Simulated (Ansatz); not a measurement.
# CH₇AlClNSi: one species, many methods

How much do the methods differ for CH₇AlClNSi? The plan is to run it at one geometry with functionals of several rungs and with coupled cluster. The yardstick is the atomisation energy at the CCSD(T) limit.

Program: Ansatz 0.2.0, Gaussian basis. Level of theory: functionals in def2-TZVPP, the program's frozen cores in correlated methods. These are calculated values, not measurements.

Plan: LDA (SPW92), PBE-D4, revPBE-D4, BLYP-D4, r2SCAN-D4, B97M-V, PBE0-D4, B3LYP-D4, r2SCANh-D4, r2SCAN0-D4, HSE06-D4, BHLYP-D4, CAM-B3LYP-D4, LC-ωPBE, ωB97X-V, ωB97M-V, B2PLYP, PBE-QIDH; CCSD(T)/def2-SVP; CCSD(T)/def2-TZVPP; MP2/def2-QZVPP; extrapolation to the limit; RPA on PBE.

## Step 1: Structure used throughout

The geometry comes from an earlier relaxation with PBE0-D4 in a triple-zeta def2 set; it is a stationary point, not always the lowest conformer.

12 atoms, charge 0, spin multiplicity 1.

Atoms are counted from 1 here; the program's logs count them from 0.

Bond lengths: N1–Si2 1.712 Å, N1–H6 1.006 Å, N1–H7 1.006 Å, Si2–C3 1.868 Å, Si2–H8 1.489 Å, Si2–H9 1.483 Å, C3–Al4 1.969 Å, C3–Cl5 1.869 Å, C3–H10 1.090 Å, Al4–Cl5 2.431 Å, Al4–H11 1.581 Å, Al4–H12 1.582 Å. Angles: Si2–N1–H6 120.6°, Si2–N1–H7 121.7°, H6–N1–H7 111.5°, N1–Si2–C3 118.4°, N1–Si2–H8 108.6°, N1–Si2–H9 107.0°, C3–Si2–H8 103.7°, C3–Si2–H9 107.2°, H8–Si2–H9 112.0°, Si2–C3–Al4 123.5°, Si2–C3–Cl5 109.8°, Si2–C3–H10 115.1°, Al4–C3–Cl5 78.6°, Al4–C3–H10 116.0°, Cl5–C3–H10 104.8°, C3–Al4–Cl5 48.9°, C3–Al4–H11 117.9°, C3–Al4–H12 117.8° and more.

## Step 2: LDA

This LDA is Slater exchange with PW92 correlation.

in.yaml reads:

```yaml
crystal:
  periodic: [false, false, false]
  atoms:
    - {symbol: N, position_ang: [-1.175702, 0.602894, 2.041599]}
    - {symbol: Si, position_ang: [-0.176152, -0.375552, 1.053636]}
    - {symbol: C, position_ang: [0.584985, 0.385967, -0.472639]}
    - {symbol: Al, position_ang: [0.991014, -0.633780, -2.107698]}
    - {symbol: Cl, position_ang: [-0.762630, 0.978532, -1.623575]}
    - {symbol: H, position_ang: [-2.139790, 0.759568, 1.798947]}
    - {symbol: H, position_ang: [-0.802007, 1.367034, 2.579533]}
    - {symbol: H, position_ang: [1.000487, -0.812417, 1.854233]}
    - {symbol: H, position_ang: [-1.001158, -1.524297, 0.606746]}
    - {symbol: H, position_ang: [1.203358, 1.265819, -0.291963]}
    - {symbol: H, position_ang: [0.347464, -2.069808, -2.263440]}
    - {symbol: H, position_ang: [2.007132, 0.000840, -3.141381]}
basis:
  gaussian: {orbitals: def2-TZVPP}
hamiltonian: {xc: lda}
output: {orbitals: {seedname: orbitals}}
```

Run with:

```bash
> ansatz run in.yaml --threads 4 --pin off --events-out ev --progress --plain --max-ram 10444MiB
```

Further steps of the session: PBE-D4 (GGA); revPBE-D4 (GGA); BLYP-D4 (GGA); r2SCAN-D4 (meta-GGA); B97M-V (meta-GGA); B3LYP-D4 (hybrid); r2SCANh-D4 (hybrid); r2SCAN0-D4 (hybrid); HSE06-D4 (hybrid); BHLYP-D4 (hybrid); CAM-B3LYP-D4 (range-separated); LC-ωPBE (range-separated); ωB97X-V (range-separated); ωB97M-V (range-separated); B2PLYP (double hybrid); PBE-QIDH (double hybrid); CCSD(T) in def2-SVP; CCSD(T) in def2-TZVPP; MP2 in def2-QZVPP; RPA on PBE orbitals.

**Question.** What will the summary of the whole plan be? Wanted: atomisation energy, CCSD(T)/CBS; farthest beyond LDA; mean size of error, GGA; mean size of error, meta-GGA; mean size of error, hybrid; mean size of error, range-separated; mean size of error, double hybrid; gap, smallest and largest; T1 diagnostic.

**Answer**, as computed:

```
                               quantity                                                        value
        atomisation energy, CCSD(T)/CBS                                               907.8 kcal/mol
functionals within 4.5 kcal/mol (0.5 %)  PBE-D4, r2SCAN-D4, B3LYP-D4, CAM-B3LYP-D4, ωB97X-V, ωB97M-V
                    farthest beyond LDA                                    BHLYP-D4 (-22.4 kcal/mol)
                mean size of error, GGA                                                 9.1 kcal/mol
           mean size of error, meta-GGA                                                 4.0 kcal/mol
             mean size of error, hybrid                                                 9.6 kcal/mol
    mean size of error, range-separated                                                 4.4 kcal/mol
      mean size of error, double hybrid                                                13.7 kcal/mol
              gap, smallest and largest                    4.19 eV (LDA (SPW92)), 11.35 eV (LC-ωPBE)
                          T1 diagnostic                                                       0.0112
triples share of the correlation energy                                                        3.9 %
```

In words: LDA overbinds by 114.5 kcal/mol (13 %). PBE-D4 misses by +3.7 kcal/mol. Double hybrids carry the basis error of their MP2 part in triple zeta, and no dispersion term here, so their miss is partly the set-up's. The rungs meta-GGA, range-separated miss on average by less than the doubt on the reference (4.5 kcal/mol), so they tie. Misses under about 4.5 kcal/mol are within the doubt on the reference itself, which lacks core-valence correlation, relativity and higher excitations. Hartree-Fock recovers 72 % of the binding; the rest is correlation. CCSD(T) in def2-SVP is off by -67.5 kcal/mol, worse than the median functional, from the basis alone. Orbital gaps span 4.2 to 11.3 eV; exact exchange widens them.
